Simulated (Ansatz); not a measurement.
**BCl₃H₂O: taking an electron away**

One table from this session's results is given with a row withheld; the runs are named, their logs left out.

Computed with Ansatz 0.2.0, Gaussian basis. Level: unrestricted cation, the program's frozen cores in correlated methods.

Plan: UKS PBE-D4/def2-TZVPP; UKS r2SCAN-D4/def2-TZVPP; UKS PBE0-D4/def2-TZVPP; UKS B3LYP-D4/def2-TZVPP; UKS wB97X-V/def2-TZVPP; UKS wB97M-V/def2-TZVPP; UKS B2PLYP/def2-TZVPP; UHF-CCSD(T)/def2-TZVPP; UHF-MP2/def2-QZVPP; extrapolation to the limit; then −ε(HOMO) from the neutral's earlier runs with LDA (SPW92), PBE-D4, revPBE-D4, BLYP-D4, r2SCAN-D4, B97M-V, PBE0-D4, B3LYP-D4, r2SCANh-D4, r2SCAN0-D4, HSE06-D4, BHLYP-D4, CAM-B3LYP-D4, LC-ωPBE, ωB97X-V, ωB97M-V.

### Structure used throughout

An earlier PBE0-D4 in a triple-zeta def2 set relaxation fixed the geometry.

SMILES `[OH2+][B-](Cl)(Cl)Cl`, 7 atoms, charge 0, spin multiplicity 1.

Atoms are counted from 1 here; the program's logs count them from 0.

Bond lengths: O1–B2 1.656 Å, O1–H6 0.970 Å, O1–H7 0.970 Å, B2–Cl3 1.820 Å, B2–Cl4 1.789 Å, B2–Cl5 1.820 Å. Angles: B2–O1–H6 106.9°, B2–O1–H7 107.0°, H6–O1–H7 108.9°, O1–B2–Cl3 102.2°, O1–B2–Cl4 106.0°, O1–B2–Cl5 102.3°, Cl3–B2–Cl4 114.9°, Cl3–B2–Cl5 114.3°, Cl4–B2–Cl5 114.9°.

The first run:

in.yaml reads:

```yaml
crystal:
  periodic: [false, false, false]
  atoms:
    - {symbol: O, position_ang: [-0.178450, 0.458837, 0.922983]}
    - {symbol: B, position_ang: [-0.112412, -0.352861, -0.519350]}
    - {symbol: Cl, position_ang: [1.228175, -1.549360, -0.228094]}
    - {symbol: Cl, position_ang: [-1.732217, -1.076764, -0.750851]}
    - {symbol: Cl, position_ang: [0.308435, 0.974362, -1.692198]}
    - {symbol: H, position_ang: [0.519505, 0.090063, 1.486858]}
    - {symbol: H, position_ang: [0.028163, 1.387823, 0.734953]}
basis:
  gaussian: {orbitals: def2-TZVPP}
total_charge: 1
magnetization: {spin_polarized: true, initial_magnetization: 1}
hamiltonian: {xc: pbe, dispersion: d4}
```

Launch:

```bash
$ ansatz run in.yaml --threads 2 --pin off --events-out ev --progress --plain --max-ram 20480MiB --backend cpu
```

Steps of the session up to this table: Cation, UKS PBE-D4/def2-TZVPP; Cation, UKS r2SCAN-D4/def2-TZVPP; Cation, UKS PBE0-D4/def2-TZVPP; Cation, UKS B3LYP-D4/def2-TZVPP; Cation, UKS wB97X-V/def2-TZVPP; Cation, UKS wB97M-V/def2-TZVPP; Cation, UKS B2PLYP (frozen core)/def2-TZVPP; Cation, UHF-CCSD(T)/def2-TZVPP; Cation, UHF-MP2/def2-QZVPP.

One table of the session follows, with a row left open; its other results are not shown here.

Orbital estimates, from the neutral's runs:

| functional | −ε(HOMO) (eV) |
| --- | --- |
| LDA (SPW92) | 7.05 |
| PBE-D4 | 6.91 |
| revPBE-D4 | 6.85 |
| BLYP-D4 | 6.74 |
| r2SCAN-D4 | 7.26 |
| B97M-V | 7.37 |
| PBE0-D4 | 8.32 |
| B3LYP-D4 | ? |
| r2SCANh-D4 | 7.78 |
| r2SCAN0-D4 | 8.55 |
| HSE06-D4 | 7.91 |
| BHLYP-D4 | 9.58 |
| CAM-B3LYP-D4 | 9.68 |
| LC-ωPBE | 11.13 |
| ωB97X-V | 10.74 |
| ωB97M-V | 10.57 |

Q: Estimate the row for B3LYP-D4 from the others.

Worked estimate for «−ε(HOMO) (eV)». Against the share of exact exchange, BLYP-D4 (0, 6.74), BHLYP-D4 (0.5, 9.58) give a slope of 5.68 per unit share; at 0.2 the line stands at 7.88.

**Answer.** −ε(HOMO) (eV): 8.03. In «−ε(HOMO) (eV)» the line misses by -0.15.

To keep in mind: The cation may have settled in a state other than its lowest; no search over hole states beyond the program's own was made.
